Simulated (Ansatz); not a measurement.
# C₂H₈O₃Si₂: up Jacob's ladder to CCSD(T)

Aim: compute C₂H₈O₃Si₂ with functionals from several rungs and with coupled cluster, and see how far each lands from CCSD(T) at the basis-set limit for the atomisation energy.

Method: functionals in def2-TZVPP, the program's frozen cores in correlated methods; program: Ansatz 0.2.0, Gaussian basis.

The runs, in order: PBE-D4, r2SCAN-D4, PBE0-D4, B3LYP-D4, ωB97X-V, ωB97M-V, B2PLYP; CCSD(T)/def2-TZVPP; MP2/def2-QZVPP; extrapolation to the limit.

**1. Structure used throughout**

The geometry comes from an earlier relaxation with PBE0-D4 in a triple-zeta def2 set; it is a stationary point, not always the lowest conformer.

SMILES `C=C[Si](O)(O)O[SiH3]`, 15 atoms, charge 0, spin multiplicity 1.

Atoms are counted from 1 here; the program's logs count them from 0.

Bond lengths: C1–C2 1.330 Å, C1–H8 1.086 Å, C1–H9 1.086 Å, C2–Si3 1.842 Å, C2–H10 1.089 Å, Si3–O4 1.637 Å, Si3–O5 1.631 Å, Si3–O6 1.636 Å, O4–H11 0.958 Å, O5–H12 0.958 Å, O6–Si7 1.635 Å, Si7–H13 1.484 Å, Si7–H14 1.487 Å, Si7–H15 1.486 Å. Angles: C2–C1–H8 122.2°, C2–C1–H9 121.4°, H8–C1–H9 116.4°, C1–C2–Si3 122.6°, C1–C2–H10 118.2°, Si3–C2–H10 119.1°, C2–Si3–O4 112.2°, C2–Si3–O5 106.9°, C2–Si3–O6 110.5°, O4–Si3–O5 109.4°, O4–Si3–O6 106.6°, O5–Si3–O6 111.3°, Si3–O4–H11 116.3°, Si3–O5–H12 117.8°, Si3–O6–Si7 144.9°, O6–Si7–H13 108.4°, O6–Si7–H14 110.6°, O6–Si7–H15 110.1° and more.

**2. PBE-D4 (GGA)**

File in.yaml:

```yaml
crystal:
  periodic: [false, false, false]
  atoms:
    - {symbol: C, position_ang: [-1.384813, 0.490508, -2.201881]}
    - {symbol: C, position_ang: [-1.121954, -0.201577, -1.096897]}
    - {symbol: Si, position_ang: [-0.410076, 0.574175, 0.414881]}
    - {symbol: O, position_ang: [-0.223238, 2.192400, 0.249668]}
    - {symbol: O, position_ang: [-1.447575, 0.271673, 1.637115]}
    - {symbol: O, position_ang: [1.073634, -0.038119, 0.729815]}
    - {symbol: Si, position_ang: [1.928422, -1.407258, 0.991610]}
    - {symbol: H, position_ang: [-1.798190, 0.025264, -3.092313]}
    - {symbol: H, position_ang: [-1.203956, 1.560141, -2.256139]}
    - {symbol: H, position_ang: [-1.333122, -1.269907, -1.095451]}
    - {symbol: H, position_ang: [0.662809, 2.500280, 0.055783]}
    - {symbol: H, position_ang: [-1.337138, 0.766534, 2.450409]}
    - {symbol: H, position_ang: [3.336216, -1.162948, 0.590809]}
    - {symbol: H, position_ang: [1.375100, -2.531446, 0.190875]}
    - {symbol: H, position_ang: [1.883882, -1.769692, 2.431715]}
basis:
  gaussian: {orbitals: def2-TZVPP}
hamiltonian: {xc: pbe, dispersion: d4}
output: {forces: true, orbitals: {seedname: orbitals}}
```

Started as:

```sh
> ansatz run in.yaml --threads 2 --pin off --events-out ev --progress --plain --max-ram 32768MiB --backend cuda --devices 0, --max-vram 18GiB
```

After this run come: r2SCAN-D4 (meta-GGA); PBE0-D4 (hybrid); B3LYP-D4 (hybrid); ωB97X-V (range-separated); ωB97M-V (range-separated); B2PLYP (double hybrid); CCSD(T) in def2-TZVPP; MP2 in def2-QZVPP.

Before running them: what should the planned runs give, taken together? Wanted: atomisation energy, CCSD(T)/CBS; farthest; mean size of error, hybrid; mean size of error, range-separated; gap, smallest and largest; T1 diagnostic; triples share of the correlation energy.

As calculated:

| quantity | value |
| --- | --- |
| atomisation energy, CCSD(T)/CBS | 1444.0 kcal/mol |
| functionals within 7.2 kcal/mol (0.5 %) | PBE-D4, r2SCAN-D4, ωB97X-V, ωB97M-V |
| farthest | B2PLYP (-21.7 kcal/mol) |
| mean size of error, hybrid | 14.1 kcal/mol |
| mean size of error, range-separated | 2.7 kcal/mol |
| gap, smallest and largest | 5.43 eV (PBE-D4), 12.22 eV (ωB97X-V) |
| T1 diagnostic | 0.0117 |
| triples share of the correlation energy | 3.7 % |

What this shows: PBE-D4 misses by +6.6 kcal/mol. Double hybrids carry the basis error of their MP2 part in triple zeta, and no dispersion term here, so their miss is partly the set-up's. The reference freezes the cores and leaves out relativity and excitations past (T), so misses under about 7.2 kcal/mol can't be ranked. Hartree-Fock recovers 73 % of the binding; the rest is correlation. Orbital gaps span 5.4 to 12.2 eV; exact exchange widens them.
